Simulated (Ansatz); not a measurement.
# UPBE-QIDH/def2-SVPD run of GeH2ClO (SMILES [O][GeH2][Cl])

What is the vertical ionisation energy of GeH2ClO at UPBE-QIDH/def2-SVPD? 

Program for the calculation: Ansatz 0.2.0.

74 further runs of the same task are left out: 1 that didn't finish, 73 set aside as unsound or not needed.

## (1) The molecule

The species is GeH2ClO (5 atoms), meant as a doublet with charge 0. SMILES: `[O][GeH2][Cl]`. The coordinates come from a PBE0-D4/def2-TZVP relaxation.

Bond lengths: O1–Ge2 1.781 Å, Ge2–Cl3 2.144 Å, Ge2–H4 1.531 Å, Ge2–H5 1.531 Å. Angles: O1–Ge2–Cl3 110.8°, O1–Ge2–H4 106.5°, O1–Ge2–H5 106.5°, Cl3–Ge2–H4 108.2°, Cl3–Ge2–H5 108.2°, H4–Ge2–H5 116.7°.

## (2) The energy at UPBE-QIDH/def2-SVPD

Input file run.yaml:

```yaml
basis:
  gaussian:
    orbitals: def2-SVPD
crystal:
  periodic: [false, false, false]
  atoms:
    - symbol: O
      position_ang: [-0.272400, -0.591800, 1.625500]
    - symbol: Ge
      position_ang: [0.123700, -0.081200, -0.034500]
    - symbol: Cl
      position_ang: [-1.347100, 1.290100, -0.778900]
    - symbol: H
      position_ang: [0.081000, -1.343800, -0.899000]
    - symbol: H
      position_ang: [1.464600, 0.653000, 0.045400]
magnetization:
  spin_polarized: true
  initial_magnetization: 1
hamiltonian:
  xc: {name: PBE-QIDH}
correlation:
  frozen_orbitals: {Cl: 5, Ge: 9, H: 0, O: 1}
accuracy: high
output: {orbitals: {seedname: orbitals}}
```

Started as:

```
$ ansatz run run.yaml --threads 1 --pin off --max-ram 3480MiB --events-out events.jsonl --progress --plain --runs-dir runs
```

Log:

```text
Warning: RAYON_NUM_THREADS=1 ignored (pool sized by the plan → 1); use --threads N
Functional definition: PBE-QIDH
  name "PBE-QIDH"
  parameter a = 3^(-1/3)
  parameter c = 1/3
  exchange = (1 - a)*pbe_x + a*exact_x
  correlation = (1 - c)*pbe_c + c*(mp2_os + mp2_ss)
1996 factors; integrals over basis functions are off by at most 4.4e-9 eV
mean field evaluation 1: about -71065.3547 eV, gradient 4.0e1 eV
mean field evaluation 2: about -71065.3785 eV, gradient 4.0e1 eV
mean field evaluation 4: about -71074.5162 eV, gradient 1.0e1 eV
mean field evaluation 8: about -71075.9931 eV, gradient 7.6e-1 eV
mean field evaluation 16: about -71075.9998 eV, gradient 5.1e-3 eV
mean field evaluation 32: about -71075.8515 eV, gradient 4.4e0 eV
mean field evaluation 64: about -71075.9989 eV, gradient 4.5e-1 eV
mean field -71075.99979019 eV, -2611.9948152465 hartree, gradient 4.0e-8 eV, S^2 0.756078; 4 other end points of the search recorded, 0 dependent functions left out
15 core orbitals not correlated: weight in the atoms' cores, before any rotation towards them, 1.000 or more for the frozen orbitals, at most 0.000 for the correlated occupied ones
reference -71075.99979136 eV, -2611.9948152894 hartree; 15, 14 occupied and 74, 75 virtual orbitals, 1996 factors
second order -16.17334058 eV of doubles, -0.00000000 eV of singles
Total energy: -71081.39090488 eV, -2612.1929350572 hartree
```

Wall time 74 s (1 thread of Intel Xeon Platinum 8259CL at 2.50GHz (Skylake/Cascade Lake), shared host); peak memory 0.66 GiB.

## (3) The singlet cation at the same level

Input file job.yaml:

```yaml
crystal:
  periodic: [false, false, false]
  atoms:
    - {symbol: O, position_ang: [-0.272400, -0.591800, 1.625500]}
    - {symbol: Ge, position_ang: [0.123700, -0.081200, -0.034500]}
    - {symbol: Cl, position_ang: [-1.347100, 1.290100, -0.778900]}
    - {symbol: H, position_ang: [0.081000, -1.343800, -0.899000]}
    - {symbol: H, position_ang: [1.464600, 0.653000, 0.045400]}
basis:
  gaussian: {orbitals: def2-SVPD}
total_charge: 1
hamiltonian: {xc: {name: PBE-QIDH}}
correlation: {frozen_orbitals: {Cl: 5, Ge: 9, H: 0, O: 1}}
accuracy: high
output: {orbitals: {seedname: orbitals}}
```

Started as:

```
$ ansatz run job.yaml --threads 1 --pin off --max-ram 3480MiB --events-out events.jsonl --progress --plain --runs-dir runs
```

Log, shortened:

```text
Warning: RAYON_NUM_THREADS=1 ignored (pool sized by the plan → 1); use --threads N
[... 2 set-up lines as earlier in the session ...]
[...]
1996 factors; integrals over basis functions are off by at most 4.5e-9 eV
[...]
mean field -71062.08392844 eV, -2611.4834167596 hartree, gradient 4.3e-8 eV, S^2 0.000000; 4 other end points of the search recorded, 0 dependent functions left out; unrestricted orbitals would lower it
15 core orbitals not correlated: weight in the atoms' cores, before any rotation towards them, 1.000 or more for the frozen orbitals, at most 0.000 for the correlated occupied ones
reference -71062.08392973 eV, -2611.4834168070 hartree; 14, 14 occupied and 75, 75 virtual orbitals, 1996 factors
second order -17.70701795 eV of doubles, -0.00000000 eV of singles
Total energy: -71067.98626905 eV, -2611.7003237762 hartree
```

Run time: 41 s. Hardware: 1 thread of Intel Xeon Platinum 8259CL at 2.50GHz (Skylake/Cascade Lake), shared host; peak memory 0.47 GiB.

## (4) Results

Level: UPBE-QIDH/def2-SVPD, 15 core orbitals frozen.

| quantity | value |
| --- | --- |
| doublet GeH2ClO: total energy | -2612.19294 Eh |
| doublet GeH2ClO: HOMO energy (SCF part's orbitals) (highest over α and β) | -11.44 eV |
| doublet GeH2ClO: LUMO energy (SCF part's orbitals) (lowest over α and β) | -1.31 eV |
| doublet GeH2ClO: ⟨S²⟩ | 0.756 |
| singlet cation: total energy | -2611.70032 Eh |
| singlet cation: HOMO energy (SCF part's orbitals) | -17.02 eV |
| singlet cation: LUMO energy (SCF part's orbitals) | -12.83 eV |
| singlet cation: HOMO–LUMO gap (SCF part's orbitals) | 4.19 eV |
| vertical ionisation energy (to the singlet cation) | 13.405 eV |

What this shows: The vertical ionisation energy comes to 13.40 eV (309 kcal/mol). Only the singlet of the ionised species was computed; a triplet could lie lower. The restricted solution (singlet cation) is unstable to spin breaking: an unrestricted one lies lower.
